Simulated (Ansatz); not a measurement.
# Ru3C2: one candidate structure, part 1 of 2

Aim: relax Ru3C2 from this start, A-type sesquioxide type (P-3m1, No. 164), and see where it ends.

Method: DFT PBE, scalar-relativistic, plane waves, PAW, in Ansatz 0.2.0.

## Step 1: The structure to begin with

It takes space group P-3m1 (No. 164, trigonal). Conventional cell: a = 3.398 Å, b = 3.398 Å, c = 5.286 Å, α = 90.00°, β = 90.00°, γ = 120.00°. Ru (site symmetry -3m) has 6 C at 2.35 Å as nearest neighbours. Ru (site symmetry 3m) is surrounded by 4 C at 2.05 to 2.11 Å. C (site symmetry 3m) has 7 Ru at 2.05 to 2.35 Å as nearest neighbours.

Coordinates:

```cif
data_structure
_symmetry_space_group_name_H-M 'P 1'
_symmetry_Int_Tables_number 1
_cell_length_a 3.3975
_cell_length_b 3.3975
_cell_length_c 5.2860
_cell_angle_alpha 90.000
_cell_angle_beta 90.000
_cell_angle_gamma 120.000
_cell_volume 52.84
loop_
_atom_site_label
_atom_site_type_symbol
_atom_site_fract_x
_atom_site_fract_y
_atom_site_fract_z
_atom_site_occupancy
Ru1 Ru 0.00000 0.00000 0.00000 1
Ru2 Ru 0.33333 0.66667 0.64500 1
Ru3 Ru 0.66667 0.33333 0.35500 1
C1 C 0.33333 0.66667 0.24500 1
C2 C 0.66667 0.33333 0.75500 1
```

## Step 2: Quick check of gap, pressure and forces

input.yaml reads:

```yaml
crystal:
  lattice:
    - [3.397519082, 0.0, 0.0]
    - [-1.698759541, 2.9423378348, 0.0]
    - [0.0, 0.0, 5.2859878103]
  atoms:
    - { symbol: Ru, position: [0.0, 0.0, 0.0] }
    - { symbol: Ru, position: [0.3333333333, 0.6666666667, 0.645] }
    - { symbol: Ru, position: [0.6666666667, 0.3333333333, 0.355] }
    - { symbol: C, position: [0.3333333333, 0.6666666667, 0.245] }
    - { symbol: C, position: [0.6666666667, 0.3333333333, 0.755] }
basis:
  ecutwfc: 420
kpoints:
  mp_grid: { grid: [6, 6, 4] }
hamiltonian:
  xc: pbe
scf:
  occupations: { method: gaussian, width: 0.1 }
  lower_state_search: "off"
output:
  forces: true
  stress: true
  eigenvalues: true
```

On the command line:

```sh
$ ansatz run input.yaml --threads 1 --pin off --max-ram 2560MiB --backend cpu --events-out ev --progress --plain --runs-dir out
```

Log, shortened:

```text
[...]
SCF converged after 7 iterations
Free energy (F): -18134.424516 eV
[...]
E sigma→0 (E₀):  -18134.412619 eV
Entropy (-TS):   -0.023793 eV (-4.759 meV/atom)
Fermi energy:    21.280510 eV
[...]
--- Forces (eV/Å), atoms counted from 1 ---
  atom   1  Ru     0.00000000    -0.00000000     0.00000000
  atom   2  Ru     0.00000000    -0.00000000     2.97711594
  atom   3  Ru    -0.00000000     0.00000000    -2.97711594
  atom   4  C      0.00000000    -0.00000000    -0.33634262
  atom   5  C      0.00000000     0.00000000     0.33634262
[...]
--- Stress (GPa, compression-positive) ---
       12.819825      -0.000000       0.000000
       -0.000000      12.819825       0.000000
        0.000000       0.000000      29.528089
  P = ⅓ Tr σ = 18.3892 GPa (183.892 kbar)
--- Band table (eV; the first three rows and the last of 24) ---
[...]
```

Wall time 6.3 s (1 thread of Intel Xeon at 2.50GHz (Skylake/Cascade Lake), shared host); peak memory 0.35 GiB.

From the probe: pressure 18.4 GPa, largest force 2.98 eV/Å, gap on this mesh none (metal). With stress or forces this large, a rough relaxation on a coarse mesh goes ahead of the careful one.

## Step 3: Rough relaxation on the coarse mesh

Edit input.yaml of step 2 so:

```diff
@@ -24 +24,6 @@
   eigenvalues: true
+relax:
+  adjacent_minimum: "off"
+  f_tol: 0.04
+  max_steps: 70
+  cell: { stress_tol: 0.4 }
```

On the command line:

```sh
$ ansatz run input.yaml --threads 1 --pin off --max-ram 2560MiB --backend cpu --events-out ev --progress --plain --runs-dir out
```

Log:

```text
Warning: RAYON_NUM_THREADS=1 ignored (pool sized by the plan → 1); use --threads N
Engine: ansatz 0.2.0, x86_64-unknown-linux-gnu
Pseudopotentials: kind: paw
Pseudopotential: Ru, paw, valence charge 16, recommended cutoff 420 eV (normal), Ru.paw.azcp
Pseudopotential: C, paw, valence charge 4, recommended cutoff 420 eV (normal), C.paw.azcp
Functional definition: PBE
  parameter kappa = 0.804
  parameter beta = 0.06672455060314922
  exchange = pbe_x(kappa = kappa, mu = beta*pi^2/3)
  correlation = pbe_c(beta = beta)
Crystal: 5 atoms, lattice volume = 52.842 Å³
Basis set: ecut = 420 eV, 1073 PW (Γ), exchange–correlation on 48×48×72 points (8 copies of the dense FFT grid, shifted against one another)
Bands: 34, of which v1, the nominal top of the filled ones, is band 28 counted from 1 (27 counted from 0)
Symmetry: 12 space group operations
Space group: P-3m1 (ITA 164), of the structure as read, at distance tolerance 3.8e-5 Å
k-points: 24 of 144
Non-local potential: Ru, projectors of the file, l = 0: 3, l = 1: 2, l = 2: 2, l = 3: 1
Non-local potential: C, projectors of the file, l = 0: 2, l = 1: 2, l = 2: 1
PAW form: soft (Blöchl's): semilocal exchange-correlation on the pseudo side does not see the compensation charge
PAW one-centre angular grid: Ru, 590 points (default); XC on 64 Gauss nodes
PAW one-centre angular grid: C, 110 points (default); XC on 64 Gauss nodes
Initial density: superposition of atomic densities (neutral atoms: chi_scale 0, normalization atom), corrected by the library's trained network
Initial wavefunctions: pseudopotential atomic-orbital guess
Functional: x = pbe(κ = 0.804, μ = 0.2195149727645171), c = pbe(β = 0.06672455060314922)
SCF iter   1: F=—  HF=-18134.440948 eV  |F-HF|=—  |Δ(HF+E_count)|=         —  Δρ=1.73e-2  dr2=1.29e-1  ethr=1.77e-3  ⟨swp⟩=5.2  Hψ=3053  notcnv=0
preconditioner: auto → Kerker (q_TF=auto, 2.755 Å⁻¹)  [metal: Δε(μ)=0.037 eV  Ē_g=7.169 eV  σ=0.100 eV  W_gap=0.20  n_scr=22 (ndim 8)  ℏωp=28.9 eV  f_vac=0.000  D(μ)=4.10/eV (n_scr^D=42)]
SCF iter   2: F=—  HF=-18134.427198 eV  |F-HF|=—  |Δ(HF+E_count)|=   1.37e-2  Δρ=7.26e-3  dr2=2.77e-2  ethr=2.30e-4  ⟨swp⟩=1.0  Hψ=1008  notcnv=0
SCF iter   3: F=—  HF=-18134.424545 eV  |F-HF|=—  |Δ(HF+E_count)|=   2.65e-3  Δρ=1.36e-3  dr2=8.02e-4  ethr=4.95e-5  ⟨swp⟩=1.7  Hψ=845  notcnv=0
SCF iter   4: F=—  HF=-18134.424507 eV  |F-HF|=—  |Δ(HF+E_count)|=   3.88e-5  Δρ=3.89e-4  dr2=1.15e-4  ethr=1.43e-6  ⟨swp⟩=2.0  Hψ=1361  notcnv=0
SCF iter   5: F=—  HF=-18134.424497 eV  |F-HF|=—  |Δ(HF+E_count)|=   9.83e-6  Δρ=1.26e-4  dr2=1.26e-5  ethr=2.05e-7  ⟨swp⟩=2.5  Hψ=1105  notcnv=0
SCF iter   6: F=—  HF=-18134.424516 eV  |F-HF|=—  |Δ(HF+E_count)|=   1.91e-5  Δρ=3.55e-5  dr2=6.36e-7  ethr=2.25e-8  ⟨swp⟩=2.1  Hψ=1096  notcnv=0
SCF iter   7: F=-18134.424516 eV  HF=-18134.424516 eV  |F-HF|=1.67e-8  |Δ(HF+E_count)|=   8.32e-9  Δρ=1.02e-5  dr2=5.10e-8  ethr=1.79e-10  ⟨swp⟩=7.2  Hψ=3230  notcnv=0
SCF 1 converged in 7 iterations: F = -18134.424516 eV  dr2 = 5.10e-8
relax step   1: F+E_penalty+E_count = -18134.42451594 eV  Δ(F+E_penalty+E_count) = +0.000e0 eV  max|allowed force component| = 2.977e0 eV/Å  Δτ_max = 0.0000 Å  P = +18.389 GPa  Ω = 52.842 Å³  (7 SCF iters, dr2 threshold 1.00e-7 eV, accepted)
Crystal: 5 atoms, lattice volume = 56.297 Å³
Basis set: ecut = 420 eV, 1087 PW (Γ), exchange–correlation on 48×48×72 points (8 copies of the dense FFT grid, shifted against one another)
Initial density: handed on by an earlier stage of this run
Initial wavefunctions: those handed on with the density
iter 1 solved again at ethr=6.44e-4 eV; its pass at ethr=3.10e-3 eV (dr2=3.61e-1 eV) is discarded
SCF iter   1: F=—  HF=-18134.940805 eV  |F-HF|=—  |Δ(HF+E_count)|=         —  Δρ=2.05e-2  dr2=3.61e-1  ethr=6.44e-4  ⟨swp⟩=1.0  Hψ=3827  notcnv=0
preconditioner: auto → Kerker (q_TF=auto, 2.726 Å⁻¹)  [metal: Δε(μ)=0.023 eV  Ē_g=6.762 eV  σ=0.100 eV  W_gap=0.13  n_scr=22 (ndim 8)  ℏωp=28.0 eV  f_vac=0.000  D(μ)=3.37/eV (n_scr^D=34)]
SCF iter   2: F=—  HF=-18134.908893 eV  |F-HF|=—  |Δ(HF+E_count)|=   3.19e-2  Δρ=9.91e-3  dr2=8.88e-2  ethr=6.44e-4  ⟨swp⟩=1.0  Hψ=816  notcnv=0
SCF iter   3: F=—  HF=-18134.898204 eV  |F-HF|=—  |Δ(HF+E_count)|=   1.07e-2  Δρ=1.41e-3  dr2=1.58e-3  ethr=1.59e-4  ⟨swp⟩=1.5  Hψ=846  notcnv=0
SCF iter   4: F=—  HF=-18134.897877 eV  |F-HF|=—  |Δ(HF+E_count)|=   3.27e-4  Δρ=2.88e-4  dr2=9.46e-5  ethr=2.83e-6  ⟨swp⟩=2.0  Hψ=1345  notcnv=0
SCF iter   5: F=—  HF=-18134.897887 eV  |F-HF|=—  |Δ(HF+E_count)|=   1.01e-5  Δρ=9.34e-5  dr2=7.01e-6  ethr=1.69e-7  ⟨swp⟩=2.4  Hψ=1076  notcnv=0
SCF iter   6: F=—  HF=-18134.897886 eV  |F-HF|=—  |Δ(HF+E_count)|=   1.30e-6  Δρ=2.85e-5  dr2=6.60e-7  ethr=1.25e-8  ⟨swp⟩=2.2  Hψ=1248  notcnv=0
SCF iter   7: F=-18134.897886 eV  HF=-18134.897886 eV  |F-HF|=4.36e-8  |Δ(HF+E_count)|=   4.93e-8  Δρ=1.12e-5  dr2=8.86e-8  ethr=8.93e-10  ⟨swp⟩=4.9  Hψ=2834  notcnv=0
SCF 2 converged in 7 iterations: F = -18134.897886 eV  dr2 = 8.86e-8
relax step   2: F+E_penalty+E_count = -18134.89788563 eV  Δ(F+E_penalty+E_count) = -4.734e-1 eV  max|allowed force component| = 1.382e0 eV/Å  Δτ_max = 0.0555 Å  P = -2.984 GPa  Ω = 56.297 Å³  energy of the carried Pulay correction = -5.513e-3 eV  (7 SCF iters, dr2 threshold 5.00e-7 eV, accepted)
Crystal: 5 atoms, lattice volume = 57.270 Å³
Basis set: ecut = 420 eV, 1123 PW (Γ), exchange–correlation on 48×48×72 points (8 copies of the dense FFT grid, shifted against one another)
iter 1 solved again at ethr=1.27e-4 eV; its pass at ethr=3.10e-3 eV (dr2=7.14e-2 eV) is discarded
SCF iter   1: F=—  HF=-18135.220001 eV  |F-HF|=—  |Δ(HF+E_count)|=         —  Δρ=1.23e-2  dr2=7.11e-2  ethr=1.27e-4  ⟨swp⟩=1.0  Hψ=4490  notcnv=0
preconditioner: auto → Kerker (q_TF=auto, 2.718 Å⁻¹)  [metal: Δε(μ)=0.069 eV  Ē_g=6.772 eV  σ=0.100 eV  W_gap=0.37  n_scr=22 (ndim 8)  ℏωp=27.8 eV  f_vac=0.000  D(μ)=2.92/eV (n_scr^D=22)]
SCF iter   2: F=—  HF=-18135.215667 eV  |F-HF|=—  |Δ(HF+E_count)|=   4.33e-3  Δρ=6.35e-3  dr2=2.13e-2  ethr=1.27e-4  ⟨swp⟩=1.0  Hψ=816  notcnv=0
SCF iter   3: F=—  HF=-18135.214232 eV  |F-HF|=—  |Δ(HF+E_count)|=   1.43e-3  Δρ=8.52e-4  dr2=8.77e-4  ethr=3.81e-5  ⟨swp⟩=1.0  Hψ=816  notcnv=0
SCF iter   4: F=—  HF=-18135.214098 eV  |F-HF|=—  |Δ(HF+E_count)|=   1.34e-4  Δρ=2.40e-4  dr2=6.71e-5  ethr=1.57e-6  ⟨swp⟩=2.4  Hψ=1327  notcnv=0
SCF iter   5: F=—  HF=-18135.213764 eV  |F-HF|=—  |Δ(HF+E_count)|=   3.35e-4  Δρ=7.15e-5  dr2=6.47e-6  ethr=1.20e-7  ⟨swp⟩=2.2  Hψ=1239  notcnv=0
SCF iter   6: F=-18135.213763 eV  HF=-18135.213763 eV  |F-HF|=1.57e-7  |Δ(HF+E_count)|=   1.03e-6  Δρ=3.04e-5  dr2=4.64e-7  ethr=8.93e-10  ⟨swp⟩=3.2  Hψ=3358  notcnv=0
SCF 3 converged in 6 iterations: F = -18135.213763 eV  dr2 = 4.64e-7
relax step   3: F+E_penalty+E_count = -18135.21376273 eV  Δ(F+E_penalty+E_count) = -3.159e-1 eV  max|allowed force component| = 4.871e-1 eV/Å  Δτ_max = 0.0411 Å  P = -6.289 GPa  Ω = 57.270 Å³  energy of the carried Pulay correction = -7.004e-3 eV  (6 SCF iters, dr2 threshold 5.00e-7 eV, accepted)
[... from here on, the SCF cycles and remarks between the steps are left out ...]
relax step   4: F+E_penalty+E_count = -18135.49960775 eV  Δ(F+E_penalty+E_count) = -2.858e-1 eV  max|allowed force component| = 7.227e-1 eV/Å  Δτ_max = 0.0553 Å  P = -0.459 GPa  Ω = 56.284 Å³  energy of the carried Pulay correction = -5.493e-3 eV  (6 SCF iters, dr2 threshold 5.00e-7 eV, accepted)
relax step   5: F+E_penalty+E_count = -18135.61904230 eV  Δ(F+E_penalty+E_count) = -1.194e-1 eV  max|allowed force component| = 1.441e-1 eV/Å  Δτ_max = 0.1343 Å  P = +4.529 GPa  Ω = 54.996 Å³  energy of the carried Pulay correction = -3.479e-3 eV  (6 SCF iters, dr2 threshold 5.00e-7 eV, accepted)
relax step   6: F+E_penalty+E_count = -18135.63296252 eV  Δ(F+E_penalty+E_count) = -1.392e-2 eV  max|allowed force component| = 1.371e-1 eV/Å  Δτ_max = 0.0147 Å  P = -0.354 GPa  Ω = 55.671 Å³  energy of the carried Pulay correction = -4.541e-3 eV  (6 SCF iters, dr2 threshold 5.00e-7 eV, accepted)
relax step   7: F+E_penalty+E_count = -18135.63641644 eV  Δ(F+E_penalty+E_count) = -3.454e-3 eV  max|allowed force component| = 2.337e-2 eV/Å  Δτ_max = 0.0138 Å  P = -0.055 GPa  Ω = 55.682 Å³  energy of the carried Pulay correction = -4.557e-3 eV  (6 SCF iters, dr2 threshold 5.00e-7 eV, accepted)
relax step   8: F+E_penalty+E_count = -18135.68082564 eV  Δ(F+E_penalty+E_count) = -4.441e-2 eV  max|allowed force component| = 2.353e-2 eV/Å  Δτ_max = 0.0000 Å  P = +1.137 GPa  Ω = 55.682 Å³  stress off target by 3.04e0 GPa  SCF on the basis re-selected at this cell (its energy is not comparable with the rows above)  (6 SCF iters)
relax step   9: F+E_penalty+E_count = -18135.68668639 eV  Δ(F+E_penalty+E_count) = -5.861e-3 eV  max|allowed force component| = 9.239e-3 eV/Å  Δτ_max = 0.0081 Å  P = +0.123 GPa  Ω = 56.002 Å³  energy of the carried Pulay correction = -4.009e-4 eV  (6 SCF iters, dr2 threshold 5.00e-7 eV, accepted)
relax step  10: F+E_penalty+E_count = -18135.68713051 eV  Δ(F+E_penalty+E_count) = -4.441e-4 eV  max|allowed force component| = 9.190e-3 eV/Å  Δτ_max = 0.0000 Å  P = +0.118 GPa  Ω = 56.002 Å³  stress off target by 4.11e-1 GPa  SCF on the basis re-selected at this cell (its energy is not comparable with the rows above)  (7 SCF iters)
relax step  11: F+E_penalty+E_count = -18135.68720105 eV  Δ(F+E_penalty+E_count) = -7.053e-5 eV  max|allowed force component| = 1.065e-3 eV/Å  Δτ_max = 0.0004 Å  P = -0.010 GPa  Ω = 56.040 Å³  energy of the carried Pulay correction = -4.323e-5 eV  (6 SCF iters, dr2 threshold 4.23e-7 eV, accepted)
iter 1 solved again at ethr=1.99e-7 eV; its pass at ethr=3.10e-3 eV (dr2=1.11e-4 eV) is discarded
SCF iter   1: F=—  HF=-18135.687206 eV  |F-HF|=—  |Δ(HF+E_count)|=         —  Δρ=4.69e-6  dr2=2.54e-9  ethr=1.99e-7  ⟨swp⟩=3.0  Hψ=4824  notcnv=0
eigensolver tolerance schedule: the retry pair's looser diagonalisation over-reported the residual by 43844.75 of it (diagonalisation noise at an unbounded share of the residual, at the tolerance the schedule requests for it); recorded, not acted on — ethr = c·dr2/N_el stays at c = 1.0e-1
preconditioner: auto → Kerker (q_TF=auto, 2.728 Å⁻¹)  [metal: Δε(μ)=0.122 eV  Ē_g=7.000 eV  σ=0.100 eV  W_gap=0.50  n_scr=22 (ndim 8)  ℏωp=28.1 eV  f_vac=0.000  D(μ)=1.71/eV (n_scr^D=10)]
SCF iter   2: F=—  HF=-18135.687206 eV  |F-HF|=—  |Δ(HF+E_count)|=   4.00e-7  Δρ=2.56e-6  dr2=5.73e-10  ethr=4.53e-12  ⟨swp⟩=3.6  Hψ=2188  notcnv=0
iter 3 did not close the SCF: its close was put off for the readings that it lacked (scf_convergence_deferred on its scf_iter line)
SCF iter   3: F=-18135.687206 eV  HF=-18135.687206 eV  |F-HF|=1.89e-10  |Δ(HF+E_count)|=   1.16e-9  Δρ=9.30e-7  dr2=9.61e-11  ethr=1.02e-12  ⟨swp⟩=2.5  Hψ=1139  notcnv=0
iter 4 did not close the SCF: its close was put off for the readings that it lacked (scf_convergence_deferred on its scf_iter line)
SCF iter   4: F=-18135.687206 eV  HF=-18135.687206 eV  |F-HF|=3.64e-12  |Δ(HF+E_count)|=  2.07e-10  Δρ=1.01e-7  dr2=5.91e-12  ethr=1.00e-12  ⟨swp⟩=1.0  Hψ=816  notcnv=0
iter 5 did not close the SCF: its close was put off for the readings that it lacked (scf_convergence_deferred on its scf_iter line)
SCF iter   5: F=-18135.687206 eV  HF=-18135.687206 eV  |F-HF|=0.00e0  |Δ(HF+E_count)|=  3.64e-12  Δρ=3.35e-8  dr2=9.53e-13  ethr=1.00e-12  ⟨swp⟩=1.0  Hψ=816  notcnv=0
iter 6 did not close the SCF: its close was put off for the readings that it lacked (scf_convergence_deferred on its scf_iter line)
SCF iter   6: F=-18135.687206 eV  HF=-18135.687206 eV  |F-HF|=1.09e-11  |Δ(HF+E_count)|=  1.09e-11  Δρ=1.39e-8  dr2=1.74e-13  ethr=1.00e-12  ⟨swp⟩=1.0  Hψ=816  notcnv=0
SCF iter   7: F=-18135.687206 eV  HF=-18135.687206 eV  |F-HF|=3.64e-12  |Δ(HF+E_count)|=  1.09e-11  Δρ=8.95e-9  dr2=6.32e-14  ethr=1.00e-12  ⟨swp⟩=1.0  Hψ=1728  notcnv=0
SCF 12 converged in 7 iterations: F = -18135.687206 eV  dr2 = 6.32e-14
relax step  12: F+E_penalty+E_count = -18135.68720617 eV  Δ(F+E_penalty+E_count) = -5.126e-6 eV  max|allowed force component| = 1.043e-3 eV/Å  Δτ_max = 0.0000 Å  P = -0.010 GPa  Ω = 56.040 Å³  stress off target by 1.50e-2 GPa  SCF on the basis re-selected at this cell (its energy is not comparable with the rows above)  (7 SCF iters)
basis re-selected at this cell: Δ(F+E_penalty+E_count) = -5.126e-6 eV, ΔP = +0.000 GPa vs the last step (what re-selecting the basis moved, of the pressure what is left beyond the Pulay correction that the steps carried, after the strain that the cell walked since its last selection, with what the two solves' SCF thresholds leave and, on support functions, any second-order correction that the steps lacked; it is no measure of the basis error at this ecutwfc). This SCF's stress stands 1.50e-2 GPa from its target on what of the cell is left free (relax.cell.stress_tol is 4.00e-1 GPa) and its largest allowed force component is 1.04e-3 eV/Å (relax.f_tol is 4.00e-2 eV/Å): within both
SCF converged after 7 iterations
Free energy (F): -18135.687206 eV
Harris-Foulkes:  -18135.687206 eV  (|F-HF|=3.64e-12)
Internal energy: -18135.678658 eV  (E = F + TS)
E sigma→0 (E₀):  -18135.682932 eV
Entropy (-TS):   -0.008548 eV (-1.710 meV/atom)
Fermi energy:    19.943180 eV
--- Per-component energies (eV) ---
  E_band       = -249.457204
  E_kinetic    = 1721.390704
  E_local      = -4513.928718  (includes V_loc(G=0)·N_el)
  E_nonlocal   = 1088.144085
  E_hartree    = 1485.190767
  E_xc         = -666.823660
  E_vxc        = -835.673111  (∫ρ·V_xc dr)
  E_paw        = -10581.787290  (= ΣΔE_a)
  E_vpaw       = -679.771207  (= ΣTr[D̂ρ^β])
  E_aug_tail   = -0.000492  (compensation charges beyond the density's cutoff)
  E_ewald      = -6667.864054
  E_smearing   = -0.008548  (= −TS)
  E_closure    = -0.000000  (closes the sum)
  Σ components = -18135.687206   (vs F -18135.687206, Δ=0.00e0)
--- Forces (eV/Å), atoms counted from 1 ---
  atom   1  Ru     0.00000000     0.00000000     0.00000000
  atom   2  Ru    -0.00000000     0.00000000     0.00104295
  atom   3  Ru     0.00000000    -0.00000000    -0.00104295
  atom   4  C     -0.00000000    -0.00000000    -0.00011728
  atom   5  C      0.00000000     0.00000000     0.00011728
  max |Σ_I F_I| component: 1.85e-17 eV/Å
--- Stress (GPa, compression-positive) ---
       -0.015029       0.000000       0.000000
        0.000000      -0.015029       0.000000
        0.000000       0.000000      -0.000681
  P = ⅓ Tr σ = -0.0102 GPa (-0.102 kbar)
--- Band table (eV; the first three rows and the last of 24) ---
  k-point 0: bands = ["-53.1431", "-53.0804", "-53.0149", "-23.3185", "-23.2174", "-23.2174", "-23.1768", "-23.1768", "-23.1407", "-22.9481", "-22.9481", "-22.7514", "6.3043", "7.7352", "12.3845", "13.3869", "13.3869", "13.8680", "13.8680", "15.2215", "15.9781", "15.9781", "17.5737", "18.4870", "18.7282", "18.7282", "18.9640", "18.9640", "19.5034", "19.5034", "22.3649", "23.3456", "24.3623", "24.3623"]
  k-point 1: bands = ["-53.1361", "-53.0925", "-53.0098", "-23.3673", "-23.2272", "-23.2272", "-23.1645", "-23.1645", "-23.0501", "-22.9506", "-22.9506", "-22.7934", "6.4434", "7.5653", "12.2633", "13.2163", "13.2163", "14.1026", "14.1026", "15.4902", "16.2002", "16.2002", "17.5617", "18.0253", "18.0253", "18.2867", "18.5448", "18.5448", "20.3408", "20.3408", "22.7326", "23.6019", "24.6916", "24.6916"]
  k-point 2: bands = ["-53.1216", "-53.1112", "-53.0055", "-23.3993", "-23.2342", "-23.2342", "-23.1549", "-23.1549", "-22.9532", "-22.9532", "-22.9089", "-22.9028", "6.6457", "7.3316", "12.1614", "13.1077", "13.1077", "14.2798", "14.2798", "15.7355", "16.6084", "16.6084", "17.2954", "17.2954", "17.7728", "17.8743", "18.3584", "18.3584", "20.7926", "20.7926", "23.0937", "24.0042", "25.1529", "25.1529"]
  k-point 23: bands = ["-53.0873", "-53.0873", "-53.0245", "-23.4597", "-23.3842", "-23.3842", "-23.2338", "-23.0916", "-23.0916", "-23.0291", "-22.8941", "-22.8941", "8.1384", "8.1384", "13.3841", "14.0853", "14.0853", "14.4668", "14.5899", "14.5899", "16.0772", "17.0778", "17.2302", "17.2302", "18.4219", "18.4219", "18.9731", "19.7366", "21.0519", "21.0519", "22.1781", "22.1781", "22.3960", "23.1840"]
--- Relaxed structure (9 steps of the walk, 9 accepted, 3 SCFs on fresh bases) ---
  F+E_penalty+E_count = -18135.68720617 eV   max|allowed force component| = 1.043e-3 eV/Å   (the final SCF, on the basis selected at the relaxed cell)
  cell:  # Å, volume = 56.0398 Å³
    - [3.2289684808333394, -1.13206448439962e-32, 5.423037316508664e-17]
    - [-1.6144842404166697, 2.7963687324209183, -1.3557593291271662e-17]
    - [8.437365165071278e-17, 2.4356575246525375e-17, 6.206378746115696]
  atoms:
    - { symbol: Ru, position: [1.1797493120627676e-34, 1.8682168255937468e-34, 7.418412301374843e-68] }
    - { symbol: Ru, position: [0.33333333333333337, 0.6666666666666667, 0.6737403940465014] }
    - { symbol: Ru, position: [0.6666666666666667, 0.33333333333333337, 0.32625960595349857] }
    - { symbol: C, position: [0.33333333333333337, 0.6666666666666667, 0.2197366409785061] }
    - { symbol: C, position: [0.6666666666666667, 0.33333333333333337, 0.7802633590214939] }
```

Wall time 77 s (1 thread of Intel Xeon at 2.50GHz (Skylake/Cascade Lake), shared host); peak memory 0.37 GiB.

Relaxation path:

| step | E - E(step 1) (eV/cell) | largest force component (eV/Å) | pressure (GPa) | volume (Å³) |
| --- | --- | --- | --- | --- |
| 1 | 0.0000 | 2.9771 | 18.39 | 52.84 |
| 2 | -0.4734 | 1.3820 | -2.98 | 56.30 |
| 3 | -0.7892 | 0.4871 | -6.29 | 57.27 |
| 4 | -1.0751 | 0.7227 | -0.46 | 56.28 |
| 5 | -1.1945 | 0.1441 | 4.53 | 55.00 |
| 6 | -1.2084 | 0.1371 | -0.35 | 55.67 |
| 7 | -1.2119 | 0.0234 | -0.05 | 55.68 |
| 8 | -1.2563 | 0.0235 | 1.14 | 55.68 |
| 9 | -1.2622 | 0.0092 | 0.12 | 56.00 |
| 10 | -1.2626 | 0.0092 | 0.12 | 56.00 |
| 11 | -1.2627 | 0.0011 | -0.01 | 56.04 |
| 12 | -1.2627 | 0.0010 | -0.01 | 56.04 |

Step 1 is the start. Steps 8, 10, 12 each repeat the geometry before them on a plane-wave basis chosen anew, so the energy can jump there without any move.

|  | before | after | change |
| --- | --- | --- | --- |
| a (Å) | 3.398 | 3.229 | -5.0 % |
| b (Å) | 3.398 | 3.229 | -5.0 % |
| c (Å) | 5.286 | 6.206 | +17.4 % |
| volume (Å³/atom) | 10.57 | 11.21 | +6.1 % |
| shortest distance (Å) | 2.046 | 1.978 | -3.3 % |
| space group (0.01 Å) | P-3m1 | P-3m1 | same |

Forces and stress were held to the start's 12 operations: a distortion of lower symmetry was not tested.

(Continued in part 2 of 2.)
